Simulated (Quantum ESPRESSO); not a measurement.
# PbO2 under changes of volume

One of the cells (14.176 Å³/atom); the others are scaled copies at fixed shape and fractional positions:

```
CELL_PARAMETERS angstrom
4.99496 0.00000 0.00000
0.00000 4.99496 0.00000
0.00000 0.00000 3.40900
ATOMIC_POSITIONS crystal
Pb 0.50000 0.50000 0.50000
Pb 0.00000 0.00000 0.00000
O 0.69257 0.69257 0.00000
O 0.80743 0.19257 0.50000
O 0.19257 0.80743 0.50000
O 0.30743 0.30743 0.00000
```

The cell is a database's computed one.

| Quantity | Value |
| --- | --- |
| Program | Quantum ESPRESSO 7.5 |
| Functional | LDA |
| Potentials or basis | GBRV 1.5 LDA |
| Cutoff | 612 eV |
| Density cutoff | 4898 eV |
| k mesh | 6 × 6 × 8 |
| Occupations | fermi-dirac, width 0.05 eV |
| Spin | no spin polarisation |

| volume (Å³/atom) | energy over the lowest point (meV/atom) | pressure (GPa) | largest force (eV/Å) |
| --- | --- | --- | --- |
| 13.325 | ? | ? | ? |
| 13.609 | 0.26 | 1.6 | 0.045 |
| 13.892 | 0.00 | -1.6 | 0.006 |
| 14.176 | 5.01 | -4.4 | 0.052 |
| 14.459 | 14.69 | -6.8 | 0.095 |
| 14.743 | 28.52 | -9.0 | 0.134 |
| 15.026 | 45.95 | -10.9 | 0.170 |

Q: What does the run at 13.325 Å³/atom give?

A: Energy over the lowest point 6.62 meV/atom; pressure 5.3 GPa; largest force 0.103 eV/Å.

Worked out: A Birch-Murnaghan fit of order 3 (a polynomial in V^(-2/3)) to the other rows has its minimum at 13.76 Å³/atom with B0 = V·E''(V) = 153 GPa and B' = 5.0 at fixed shape and positions, which overstates the stiffness. It gives 6.51 meV/atom at 13.325 Å³/atom, against the run's 6.62, and -dE/dV = 5.4 GPa, against 5.3.

Energies are extrapolated to zero smearing.
